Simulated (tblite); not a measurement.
# C6H13BrOSi: the cost of one run

The runs use tblite 0.8.0 and PySCF 2.14.0, with density-fitted response routines of our own; the level of theory stands in each step. All values are computed, except where a source is named. Atoms are numbered from 0 throughout.

### Step 1. Starting geometry

22 atoms, charge 0, multiplicity 1; geometry from: force field or distance geometry start.

Bonds of the start (Å): C0–C1 1.52, C1–O2 1.38, O2–Si3 1.71, Si3–Br4 2.28, Si3–C5 1.84, C5–C6 1.48, C6–C7 1.47, C7–C8 1.52, C8–C6 1.53, C0–H9 1.10, C0–H10 1.11, C0–H11 1.10, C1–H12 1.08, C1–H13 1.12, Si3–H14 1.50, C5–H15 1.13, C5–H16 1.11, C6–H17 1.11, C7–H18 1.10, C7–H19 1.12, C8–H20 1.11, C8–H21 1.11.

### Step 2. Relaxing the molecule with GFN2-xTB

Job settings and geometry (Å):

```
{"job": {"kind": "relax", "xc": "GFN2-xTB", "basis": "xTB"}, "charge": 0, "multiplicity": 1}
C      4.000600    -0.026400    -0.155400
C      2.478800    -0.010900    -0.224100
O      1.923700    -1.187400     0.249300
Si     0.218200    -1.238600     0.200300
Br    -0.558000    -2.612100    -1.439600
C     -0.621700     0.375600    -0.037100
C     -2.032700     0.326700    -0.490500
C     -3.120000    -0.322700     0.264600
C     -3.054100     1.195300     0.245500
H      4.414900    -0.849600     0.443900
H      4.302300     0.929600     0.314400
H      4.368800    -0.006200    -1.193800
H      2.133000     0.305300    -1.200900
H      2.156700     0.790700     0.494200
H     -0.190600    -1.931200     1.460900
H     -0.599200     1.031600     0.884900
H     -0.046100     0.935900    -0.805700
H     -2.170600     0.367400    -1.588600
H     -3.035600    -0.732300     1.283500
H     -3.979400    -0.718200    -0.330000
H     -2.734500     1.711300     1.180300
H     -3.864800     1.685800    -0.325000
```

Launch:

```
$ OMP_NUM_THREADS=1 python probes_run.py task.json out
```

One launch serves the whole session: the jobs run in the order shown.

Q: Estimate the wall time and peak memory of this first job on 1 thread of Arm Neoverse V1, shared host.

About 2.7 s, with a peak of 0.17 GiB.
